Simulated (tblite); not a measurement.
# C2H14SSi4: the cost of one run

The runs use tblite 0.8.0 and PySCF 2.14.0, with density-fitted response routines of our own; the level of theory stands in each step. All values are computed, except where a source is named. Atoms are numbered from 0 throughout.

### Step 1. The molecule as given

21 atoms, charge 0, multiplicity 1; geometry from: force field or distance geometry start.

Bonds of the start (Å): C0–C1 1.53, C1–S2 1.81, S2–Si3 2.16, Si3–Si4 2.24, Si3–Si5 2.21, Si3–Si6 2.25, C0–H7 1.10, C0–H8 1.12, C0–H9 1.12, C1–H10 1.13, C1–H11 1.10, Si4–H12 1.47, Si4–H13 1.49, Si4–H14 1.46, Si5–H15 1.48, Si5–H16 1.46, Si5–H17 1.46, Si6–H18 1.46, Si6–H19 1.46, Si6–H20 1.47.

### Step 2. Relaxing the molecule with GFN2-xTB

Job settings and geometry (Å):

```
{"job": {"kind": "relax", "xc": "GFN2-xTB", "basis": "xTB"}, "charge": 0, "multiplicity": 1}
C      2.406700    -1.680500    -0.927700
C      2.088200    -0.243200    -0.525900
S      0.668500     0.421700    -1.423200
Si    -0.895700     0.563200     0.060800
Si    -0.359300     2.360900     1.292600
Si    -2.925300     0.657000    -0.796800
Si    -0.608300    -1.292000     1.309900
H      3.334700    -1.656000    -1.511300
H      1.551300    -2.121500    -1.492000
H      2.502800    -2.299700     0.003600
H      1.873600    -0.295100     0.578800
H      2.981900     0.400200    -0.604900
H     -1.615000     3.088000     1.515100
H      0.554700     3.232700     0.507000
H      0.264400     1.985300     2.561000
H     -3.697800    -0.492600    -0.266100
H     -3.666700     1.867800    -0.471300
H     -2.908800     0.497000    -2.247000
H      0.833100    -1.420700     1.501000
H     -1.048600    -2.438700     0.522700
H     -1.343300    -1.117000     2.567800
```

On the command line:

```
$ OMP_NUM_THREADS=1 python probes_run.py task.json out
```

One launch serves the whole session: the jobs run in the order shown.

Q: Estimate the wall time of this first job on 1 thread of Arm Neoverse V2, shared host.

About 2.2 s.
